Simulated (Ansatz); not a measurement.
# C₂H₈BN: basis-set convergence

One table from this session's results is given with a row withheld; the runs are named, their logs left out.

The runs use Ansatz 0.2.0, Gaussian basis; one geometry, several basis sets.

Plan: PBE0-D4/def2-SVP; ωB97M-V/def2-SVP; PBE0-D4/def2-QZVPP; ωB97M-V/def2-QZVPP; the functionals' def2-TZVPP values are taken from earlier runs.

## The geometry

All runs share one geometry, relaxed beforehand with PBE0-D4 in a triple-zeta def2 set.

12 atoms, charge 0, spin multiplicity 1.

Atoms are counted from 1 here; the program's logs count them from 0.

Bond lengths: B1–C2 1.547 Å, B1–H5 1.223 Å, B1–H6 1.218 Å, B1–H8 1.224 Å, C2–N3 1.298 Å, C2–H7 1.094 Å, N3–C4 1.445 Å, N3–H9 1.014 Å, C4–H10 1.089 Å, C4–H11 1.092 Å, C4–H12 1.092 Å. Angles: C2–B1–H5 105.7°, C2–B1–H6 111.1°, C2–B1–H8 105.3°, H5–B1–H6 114.2°, H5–B1–H8 105.6°, H6–B1–H8 114.1°, B1–C2–N3 124.8°, B1–C2–H7 122.3°, N3–C2–H7 112.9°, C2–N3–C4 127.6°, C2–N3–H9 115.0°, C4–N3–H9 117.4°, N3–C4–H10 109.0°, N3–C4–H11 110.4°, N3–C4–H12 110.4°, H10–C4–H11 109.1°, H10–C4–H12 109.1°, H11–C4–H12 108.8°.

Set-up of the first run:

Contents of in.yaml:

```yaml
crystal:
  periodic: [false, false, false]
  atoms:
    - {symbol: B, position_ang: [-1.427201, 1.341241, -0.043449]}
    - {symbol: C, position_ang: [-0.329973, 0.322647, -0.432725]}
    - {symbol: N, position_ang: [0.381116, -0.359722, 0.411679]}
    - {symbol: C, position_ang: [1.413787, -1.326735, 0.115866]}
    - {symbol: H, position_ang: [-1.117802, 2.387952, -0.595342]}
    - {symbol: H, position_ang: [-1.536458, 1.427707, 1.166804]}
    - {symbol: H, position_ang: [-0.077908, 0.104263, -1.474276]}
    - {symbol: H, position_ang: [-2.441129, 0.956424, -0.610238]}
    - {symbol: H, position_ang: [0.174351, -0.182462, 1.388277]}
    - {symbol: H, position_ang: [1.523855, -1.409364, -0.964348]}
    - {symbol: H, position_ang: [1.148605, -2.304639, 0.523131]}
    - {symbol: H, position_ang: [2.365857, -1.012412, 0.548519]}
basis:
  gaussian: {orbitals: def2-SVP}
hamiltonian: {xc: pbe0, dispersion: d4}
output: {orbitals: {seedname: orbitals}}
```

Started as:

```bash
ansatz run in.yaml --threads 2 --pin off --events-out ev --progress --plain --max-ram 4352MiB
```

Steps of the session up to this table: PBE0-D4 in def2-SVP; ωB97M-V in def2-SVP; PBE0-D4 in def2-QZVPP; ωB97M-V in def2-QZVPP.

One of the session's tables, all rows but one given; the rest of the session is left out.

It belongs to the step «Functionals by basis». 

```
functional       basis  HOMO (eV)
   PBE0-D4    def2-SVP      -7.42
   PBE0-D4  def2-TZVPP          ?
   PBE0-D4  def2-QZVPP      -7.56
   ωB97M-V    def2-SVP      -9.56
   ωB97M-V  def2-TZVPP      -9.74
   ωB97M-V  def2-QZVPP      -9.75
```

Estimate the missing values for PBE0-D4, def2-TZVPP.

**Answer.** HOMO (eV): -7.54. In the column «HOMO (eV)» it lies between PBE0-D4, def2-QZVPP (-7.56) and PBE0-D4, def2-SVP (-7.42).
